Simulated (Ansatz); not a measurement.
# C₈H₁₈O: geometry optimisation

The task is to find a stationary geometry of C₈H₁₈O.

Method: RKS PBE0-D4/def2-TZVP; program: Ansatz 0.2.0, Gaussian basis.

Levels to be run: relaxation at PBE0-D4/def2-TZVP.

1 further run of the same task is left out (set aside as unsound or not needed).

### Step 1. The starting structure

SMILES `CCCCCCCCO`, 27 atoms, charge 0, spin multiplicity 1.

Atoms are counted from 1 here; the program's logs count them from 0.

Bond lengths: C1–C2 1.524 Å, C1–H10 1.088 Å, C1–H11 1.088 Å, C1–H12 1.087 Å, C2–C3 1.529 Å, C2–H13 1.093 Å, C2–H14 1.091 Å, C3–C4 1.531 Å, C3–H15 1.093 Å, C3–H16 1.093 Å, C4–C5 1.536 Å, C4–H17 1.093 Å, C4–H18 1.089 Å, C5–C6 1.535 Å, C5–H19 1.092 Å, C5–H20 1.092 Å, C6–C7 1.529 Å, C6–H21 1.090 Å and more. Angles: C2–C1–H10 110.4°, C2–C1–H11 110.4°, C2–C1–H12 111.3°, H10–C1–H11 108.4°, H10–C1–H12 108.2°, H11–C1–H12 108.1°, C1–C2–C3 113.0°, C1–C2–H13 108.5°, C1–C2–H14 109.8°, C3–C2–H13 108.2°, C3–C2–H14 109.7°, H13–C2–H14 107.3°, C2–C3–C4 115.2°, C2–C3–H15 108.5°, C2–C3–H16 108.7°, C4–C3–H15 108.4°, C4–C3–H16 108.5°, H15–C3–H16 107.3° and more.

Coordinates:

```xyz
27

C    -0.40940    1.47588   -2.32285
C    -1.61911    1.34434   -1.40459
C    -2.02709   -0.10803   -1.15659
C    -1.03597   -0.93061   -0.32829
C    -0.89527   -0.45158    1.12387
C     0.30268    0.46965    1.39163
C     1.56103   -0.26549    1.85574
C     2.16666   -1.18961    0.79967
O     3.35142   -1.81040    1.24422
H    -0.60403    0.99292   -3.27789
H    -0.18658    2.52462   -2.50830
H     0.47213    1.01577   -1.88366
H    -2.46340    1.86303   -1.86619
H    -1.41650    1.83712   -0.45267
H    -2.16141   -0.60005   -2.12331
H    -2.99487   -0.11749   -0.64895
H    -1.39504   -1.96242   -0.32583
H    -0.06450   -0.93038   -0.81973
H    -0.81198   -1.31706    1.78403
H    -1.81396    0.06943    1.40179
H     0.53878    1.04818    0.49818
H     0.03276    1.17917    2.17802
H     1.33594   -0.85531    2.74705
H     2.31535    0.47843    2.13477
H     1.48593   -2.01048    0.56988
H     2.36032   -0.62186   -0.12360
H     3.97612   -1.12776    1.51359
```

The start is a GFN2-xTB geometry.

### Step 2. Geometry optimisation, PBE0-D4/def2-TZVP

in.yaml reads:

```yaml
crystal:
  periodic: [false, false, false]
  atoms:
    - {symbol: C, position_ang: [-0.409400, 1.475880, -2.322850]}
    - {symbol: C, position_ang: [-1.619110, 1.344340, -1.404590]}
    - {symbol: C, position_ang: [-2.027090, -0.108030, -1.156590]}
    - {symbol: C, position_ang: [-1.035970, -0.930610, -0.328290]}
    - {symbol: C, position_ang: [-0.895270, -0.451580, 1.123870]}
    - {symbol: C, position_ang: [0.302680, 0.469650, 1.391630]}
    - {symbol: C, position_ang: [1.561030, -0.265490, 1.855740]}
    - {symbol: C, position_ang: [2.166660, -1.189610, 0.799670]}
    - {symbol: O, position_ang: [3.351420, -1.810400, 1.244220]}
    - {symbol: H, position_ang: [-0.604030, 0.992920, -3.277890]}
    - {symbol: H, position_ang: [-0.186580, 2.524620, -2.508300]}
    - {symbol: H, position_ang: [0.472130, 1.015770, -1.883660]}
    - {symbol: H, position_ang: [-2.463400, 1.863030, -1.866190]}
    - {symbol: H, position_ang: [-1.416500, 1.837120, -0.452670]}
    - {symbol: H, position_ang: [-2.161410, -0.600050, -2.123310]}
    - {symbol: H, position_ang: [-2.994870, -0.117490, -0.648950]}
    - {symbol: H, position_ang: [-1.395040, -1.962420, -0.325830]}
    - {symbol: H, position_ang: [-0.064500, -0.930380, -0.819730]}
    - {symbol: H, position_ang: [-0.811980, -1.317060, 1.784030]}
    - {symbol: H, position_ang: [-1.813960, 0.069430, 1.401790]}
    - {symbol: H, position_ang: [0.538780, 1.048180, 0.498180]}
    - {symbol: H, position_ang: [0.032760, 1.179170, 2.178020]}
    - {symbol: H, position_ang: [1.335940, -0.855310, 2.747050]}
    - {symbol: H, position_ang: [2.315350, 0.478430, 2.134770]}
    - {symbol: H, position_ang: [1.485930, -2.010480, 0.569880]}
    - {symbol: H, position_ang: [2.360320, -0.621860, -0.123600]}
    - {symbol: H, position_ang: [3.976120, -1.127760, 1.513590]}
basis:
  gaussian: {orbitals: def2-TZVP}
hamiltonian: {xc: pbe0, dispersion: d4}
relax: {f_tol: 0.005, max_steps: 150}
```

Started as:

```sh
> ansatz run in.yaml --threads 4 --pin off --events-out ev --progress --plain --max-ram 41984MiB --backend cuda --devices 0, --max-vram 37GiB
```

**Question.** What will the summary of the whole plan be? Wanted: point group; shift from the start; total energy; dispersion term; dipole moment.

**Answer**, as computed:

| quantity | value |
| --- | --- |
| point group | C1 |
| steps | 10 |
| shift from the start (rms) | 0.101 Å |
| total energy | -10628.7316 eV |
| dispersion term | -531 meV |
| dipole moment | 1.77 D |

In words: The relaxed geometry lies 0.10 Å (rms) from the start; the bond that changed most is C7–C8, from 1.528 to 1.516 Å. No vibrations were run, so it is not proven to be a minimum. The largest Mulliken charge, -0.44 e, sits on O9.
